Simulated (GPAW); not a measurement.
Input of a GPAW 26.7.0 run:

File run.py:

```python
import numpy as np
from ase import Atoms
from ase.dft.bandgap import bandgap
from ase.io import write
from gpaw import GPAW, PW

atoms = Atoms(['Ta', 'As', 'Ta', 'As'],
              cell=[[3.4436267244, 0.0, 0.0],
                    [0.0, 3.4436267244, 0.0],
                    [0.0, 0.0, 18.904115]],
              scaled_positions=[[0.5, 0.5, 0.3967390169],
                                [0.0, 0.0, 0.4480582488],
                                [0.0, 0.5, 0.5519417739],
                                [0.5, 0.0, 0.6032610059]],
              pbc=True)
atoms.pbc = (True, True, False)

calc = GPAW(mode=PW(450),
            xc='PBE',
            kpts={'size': (8, 8, 1), 'gamma': True},
            occupations={'name': 'fermi-dirac', 'width': 0.05},
            nbands=34,
            convergence={'density': 1e-05, 'energy': 1e-05},
            maxiter=150,
            poissonsolver={'dipolelayer': 'xy'},
            txt='gpaw.txt')
atoms.calc = calc
energy = atoms.get_potential_energy()
forces = atoms.get_forces()
calc.write('gs.gpw')
write('result.traj', atoms)
print(f'Energy: {energy:.6f} eV')
print('Forces (eV/A):')
print(forces.round(4))
print('Fermi level:', round(calc.get_fermi_level(), 4), 'eV')
print(f'Gap: {bandgap(calc)[0]:.4f} eV, direct: {bandgap(calc, direct=True)[0]:.4f} eV')

v = calc.get_electrostatic_potential().mean(axis=(0, 1))
z = np.arange(len(v)) * atoms.cell[2, 2] / len(v)
ef = calc.get_fermi_level()
np.savetxt('planar.dat', np.c_[z, v], fmt='%.4f')
below, above = np.interp([1.5, atoms.cell[2, 2] - 1.5], z, v) - ef
print(f'Work functions: bottom {below:.4f} eV, top {above:.4f} eV')
print('Dipole moment:', *calc.get_dipole_moment().round(5), 'e A')
```

Potentials or basis: GPAW PAW data sets (gpaw-data 1.2.1), pw.

Launch:

```console
$ OMP_NUM_THREADS=1 python run.py
```

(1) What does it give for the work function of the lower face?

(2) Predict the dipole across the slab.

(3) Estimate the largest force.

(4) Estimate the band gap on the k mesh.

Answers

(1) 4.48 eV.

(2) -0.04 e·Å.

(3) 0.619 eV/Å.

(4) none (metal or under the smearing width).
